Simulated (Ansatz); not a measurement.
# SbH₂Cl: ionisation energy by level of theory

The task here is to estimate one member of a computed series from the others.

Program: Ansatz 0.2.0, Gaussian basis. Level of theory: unrestricted cation, the program's frozen cores in correlated methods. These are calculated values, not measurements.

Levels to be run: UKS PBE-D4/def2-TZVPP; UKS r2SCAN-D4/def2-TZVPP; UKS PBE0-D4/def2-TZVPP; UKS B3LYP-D4/def2-TZVPP; UKS wB97X-V/def2-TZVPP; UKS wB97M-V/def2-TZVPP; UKS B2PLYP/def2-TZVPP; UHF-CCSD(T)/def2-TZVPP; UHF-MP2/def2-QZVPP; extrapolation to the limit; then −ε(HOMO) from the neutral's earlier runs with LDA (SPW92), PBE-D4, revPBE-D4, BLYP-D4, r2SCAN-D4, B97M-V, PBE0-D4, B3LYP-D4, r2SCANh-D4, r2SCAN0-D4, HSE06-D4, BHLYP-D4, CAM-B3LYP-D4, LC-ωPBE, ωB97X-V, ωB97M-V.

### Structure used throughout

An earlier PBE0-D4 in a triple-zeta def2 set relaxation fixed the geometry. Sb takes the def2 core potential; no spin-orbit term is included.

SMILES `[Cl][SbH2]`, 4 atoms, charge 0, spin multiplicity 1.

Atoms are counted from 1 here; the program's logs count them from 0.

Bond lengths: Cl1–Sb2 2.356 Å, Sb2–H3 1.712 Å, Sb2–H4 1.712 Å. Angles: Cl1–Sb2–H3 94.4°, Cl1–Sb2–H4 94.4°, H3–Sb2–H4 90.3°.

Coordinates:

```
Cl   -1.78452    0.28867   -0.63146
Sb    0.50209   -0.27528   -0.57760
H     0.37970   -1.18371    0.86891
H     0.95834    1.11002    0.31985
```

Set-up of the first run:

in.yaml

```yaml
crystal:
  periodic: [false, false, false]
  atoms:
    - {symbol: Cl, position_ang: [-1.784522, 0.288674, -0.631456]}
    - {symbol: Sb, position_ang: [0.502089, -0.275278, -0.577603]}
    - {symbol: H, position_ang: [0.379697, -1.183714, 0.868908]}
    - {symbol: H, position_ang: [0.958336, 1.110018, 0.319852]}
basis:
  gaussian: {orbitals: def2-TZVPP}
total_charge: 1
magnetization: {spin_polarized: true, initial_magnetization: 1}
hamiltonian: {xc: pbe, dispersion: d4}
```

Among the steps run: Cation, UKS PBE-D4/def2-TZVPP; Cation, UKS r2SCAN-D4/def2-TZVPP; Cation, UKS PBE0-D4/def2-TZVPP; Cation, UKS B3LYP-D4/def2-TZVPP; Cation, UKS wB97X-V/def2-TZVPP; Cation, UKS wB97M-V/def2-TZVPP; Cation, UKS B2PLYP (frozen core)/def2-TZVPP; Cation, UHF-CCSD(T)/def2-TZVPP; Cation, UHF-MP2/def2-QZVPP.

One of the session's tables, all rows but one given; the rest of the session is left out.

For comparison, −ε(HOMO) of the neutral from earlier runs:

```
  functional  −ε(HOMO) (eV)
 LDA (SPW92)           6.69
      PBE-D4              ?
   revPBE-D4           6.53
     BLYP-D4           6.44
   r2SCAN-D4           6.86
      B97M-V           6.86
     PBE0-D4           7.69
    B3LYP-D4           7.50
  r2SCANh-D4           7.27
  r2SCAN0-D4           7.88
    HSE06-D4           7.30
    BHLYP-D4           8.68
CAM-B3LYP-D4           8.95
     LC-ωPBE          10.22
     ωB97X-V           9.91
     ωB97M-V           9.78
```

Q: Estimate the row for PBE-D4 from the others.

**Answer.** −ε(HOMO) (eV): 6.57. In the column «−ε(HOMO) (eV)» it lies between revPBE-D4 (6.53) and LDA (SPW92) (6.69).
